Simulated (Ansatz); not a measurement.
# BrH₅OSi₂: up Jacob's ladder to CCSD(T)

An exercise on one series of results from a longer session: the logs are not shown, and one member is left open.

Program: Ansatz 0.2.0, Gaussian basis. Level of theory: functionals in def2-TZVPP, the program's frozen cores in correlated methods. These are calculated values, not measurements.

Levels to be run: PBE-D4, r2SCAN-D4, PBE0-D4, B3LYP-D4, ωB97X-V, ωB97M-V, B2PLYP; CCSD(T)/def2-TZVPP; MP2/def2-QZVPP; extrapolation to the limit.

## Structure used throughout

The geometry comes from an earlier relaxation with PBE0-D4 in a triple-zeta def2 set; it is a stationary point, not always the lowest conformer.

SMILES `O[SiH2][SiH2]Br`, 9 atoms, charge 0, spin multiplicity 1.

Atoms are counted from 1 here; the program's logs count them from 0.

Bond lengths: O1–Si2 1.648 Å, O1–H5 0.961 Å, Si2–Si3 2.348 Å, Si2–H6 1.490 Å, Si2–H7 1.483 Å, Si3–Br4 2.247 Å, Si3–H8 1.485 Å, Si3–H9 1.485 Å. Angles: Si2–O1–H5 116.1°, O1–Si2–Si3 108.4°, O1–Si2–H6 112.4°, O1–Si2–H7 106.9°, Si3–Si2–H6 107.8°, Si3–Si2–H7 112.3°, H6–Si2–H7 109.1°, Si2–Si3–Br4 103.2°, Si2–Si3–H8 114.8°, Si2–Si3–H9 114.8°, Br4–Si3–H8 106.7°, Br4–Si3–H9 107.4°, H8–Si3–H9 109.1°.

Set-up of the first run:

The input, in.yaml:

```yaml
crystal:
  periodic: [false, false, false]
  atoms:
    - {symbol: O, position_ang: [-0.259511, 1.070857, -1.669040]}
    - {symbol: Si, position_ang: [0.630350, 0.887645, -0.294546]}
    - {symbol: Si, position_ang: [-0.028964, -1.107687, 0.753108]}
    - {symbol: Br, position_ang: [-2.263096, -1.099974, 0.515244]}
    - {symbol: H, position_ang: [-1.193147, 0.855343, -1.599796]}
    - {symbol: H, position_ang: [0.417603, 2.001478, 0.671745]}
    - {symbol: H, position_ang: [2.056262, 0.865569, -0.702889]}
    - {symbol: H, position_ang: [0.465944, -2.346516, 0.101584]}
    - {symbol: H, position_ang: [0.263159, -1.173116, 2.207493]}
basis:
  gaussian: {orbitals: def2-TZVPP}
hamiltonian: {xc: pbe, dispersion: d4}
output: {forces: true, orbitals: {seedname: orbitals}}
```

Run with:

```console
$ ansatz run in.yaml --threads 4 --pin off --events-out ev --progress --plain --max-ram 10444MiB
```

Among the steps run: PBE-D4 (GGA); r2SCAN-D4 (meta-GGA); PBE0-D4 (hybrid); B3LYP-D4 (hybrid); ωB97X-V (range-separated); ωB97M-V (range-separated); B2PLYP (double hybrid); CCSD(T) in def2-TZVPP; MP2 in def2-QZVPP.

One of the session's tables, all rows but one given; the rest of the session is left out.

```
            method  atomisation energy (eV)
            PBE-D4                   29.090
         r2SCAN-D4                        ?
           PBE0-D4                   28.810
          B3LYP-D4                   29.008
           ωB97X-V                   29.380
           ωB97M-V                   29.155
            B2PLYP                   28.687
     HF/def2-TZVPP                   21.527
    MP2/def2-TZVPP                   28.688
   CCSD/def2-TZVPP                   28.060
CCSD(T)/def2-TZVPP                   28.424
           MP2/CBS                   29.655
       CCSD(T)/CBS                   29.392
```

**Question.** Estimate the row for r2SCAN-D4.

As computed: atomisation energy (eV): 29.230. In the column «atomisation energy (eV)» it lies between ωB97M-V (29.155) and ωB97X-V (29.380).

Caveats from the session: Free atoms (1 O, 2 Si, 1 Br, 5 H) were run apart at each level; the atomisation energy is their sum less the molecule, without zero-point or spin-orbit terms.
